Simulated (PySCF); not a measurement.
# BeSe: from the state search to spectroscopic constants

An exercise on one series of results from a longer session: the logs are not shown, and one member is left open.

The runs use PySCF 2.14.0; Be cc-pVDZ, Se cc-pVDZ-PP with ECP10, scalar-relativistic core potentials.

Set-up of the first run:

Settings of the job:

```yaml
atoms: Be, Se
charge: 0
basis: Be cc-pVDZ, Se cc-pVDZ-PP with ECP10
Hamiltonian: scalar-relativistic core potentials
basis_functions: 37
electrons_treated: 28
masses_in_u: 9.0122, 79.9165
levels: PBE0, PBE, r²SCAN, TPSS, M06-L, M06, CAM-B3LYP, HF, MP2, SCS-MP2, CCSD, CCSD(T)
grid: 80 radial by 434 angular points
occupations: held fixed by the projection of orbital angular momentum
dissociation_limit: Be + Se, each in its ground configuration
starting_distance_in_angstrom: 2.075
values_of_2S_to_try: 0, 2
```

Command:

```sh
> OMP_NUM_THREADS=1 python dia.py task.json out
```

Among the steps run: The job; PBE0 along the bond; Higher solutions at PBE0; PBE (GGA); r²SCAN (meta-GGA); TPSS; M06-L; M06 (hybrid meta-GGA); CAM-B3LYP (range-separated hybrid); RHF; Adding correlation.

One table of the session follows, with a row left open; its other results are not shown here.

Energy (eV) from each level's lowest point:

| R (Å) | RHF | RHF-MP2 | RHF-SCS-MP2 | RHF-CCSD | RHF-CCSD(T) |
| --- | --- | --- | --- | --- | --- |
| 1.613 | 1.066 | 1.250 | 1.246 | n/a | n/a |
| 1.688 | 0.461 | 0.590 | 0.589 | 0.566 | 0.610 |
| 1.763 | 0.131 | 0.207 | 0.206 | 0.193 | 0.220 |
| 1.820 | 0.020 | 0.057 | 0.057 | 0.051 | 0.064 |
| 1.876 | 0.000 | 0.000 | 0.000 | 0.000 | 0.000 |
| 1.932 | ? | ? | ? | ? | ? |
| 2.007 | 0.197 | 0.129 | 0.125 | 0.132 | 0.102 |
| 2.101 | 0.463 | 0.377 | 0.365 | 0.360 | 0.316 |
| 2.214 | 0.842 | 0.785 | 0.754 | 0.706 | 0.658 |
| 2.364 | 1.350 | 1.430 | 1.358 | n/a | n/a |

Q: Estimate the row for R (Å) = 1.932 from the others.

Worked estimate for «RHF». A straight line through the neighbours (1.876, 0.000) and (2.007, 0.197) gives 0.000 + (0.197 − 0.000) × (1.932 − 1.876) / (2.007 − 1.876) = 0.084; a parabola fitted to 4 rows on both sides gives 0.057.

The run gave: RHF: 0.050; RHF-MP2: 0.017; RHF-SCS-MP2: 0.016; RHF-CCSD: 0.021; RHF-CCSD(T): 0.007. In «RHF» the line misses by +0.034 and the parabola by +0.007.
